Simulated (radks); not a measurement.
# Nuclear size and the levels of Hf

The task here is to estimate one member of a computed series from the others.

Program: radks (a radial shooting solver on a logarithmic mesh, Libxc functionals) version 1. Level of theory: Dirac Kohn-Sham, exchange-only LDA, spin-unpolarised, spherical densities, finite nucleus; open shells are shared between the two j in proportion to 2j + 1. These are calculated values, not measurements, unless marked.

## Starting point

- element: hafnium (Z = 72)
- charge: 0
- electrons: 72
- configuration: [Xe] 4f14 5d2 6s2
- nuclear rms radius: 5.347 fm

The outer shells:

Hf
```
[Xe] core
4f [↑↓][↑↓][↑↓][↑↓][↑↓][↑↓][↑↓]
5d [↑ ][↑ ][  ][  ][  ]
6s [↑↓]
```

The first run:

Input:

```text
Z 72
configuration [Xe] 4f14 5d2 6s2 6p0 7s0
relativity Dirac
functional lda,
spin unpolarised
j_filling average
nucleus finite rms 5.347 fm
c 137.035999084
```

Among the steps run: rms radius 5.347 fm.

One of the session's tables, all rows but one given; the rest of the session is left out.

It belongs to the step «rms radius 5.347 fm». Radial moments (bohr):

| level | <r> | outermost maximum (interpolated) | 90 % within | nodes |
| --- | --- | --- | --- | --- |
| 5p3/2 | 1.380 | 1.19 | 2.04 | 3 |
| 4f5/2 | 0.6718 | 0.451 | 1.14 | 0 |
| 4f7/2 | 0.6848 | 0.456 | 1.16 | 0 |
| 6s1/2 | 3.489 | 2.89 | 5.22 | 5 |
| 5d3/2 | 2.487 | 1.68 | 4.16 | 2 |
| 5d5/2 | 2.640 | 1.74 | 4.45 | 2 |
| 6p1/2 | ? | ? | ? | ? |
| 6p3/2 | 5.731 | 4.36 | 9.02 | 4 |

Estimate the missing values for 6p1/2.

As computed: <r>: 5.067; outermost maximum (interpolated): 3.90; 90 % within: 7.92; nodes: 4. In the column «<r>» it lies between 6s1/2 (3.489) and 6p3/2 (5.731).
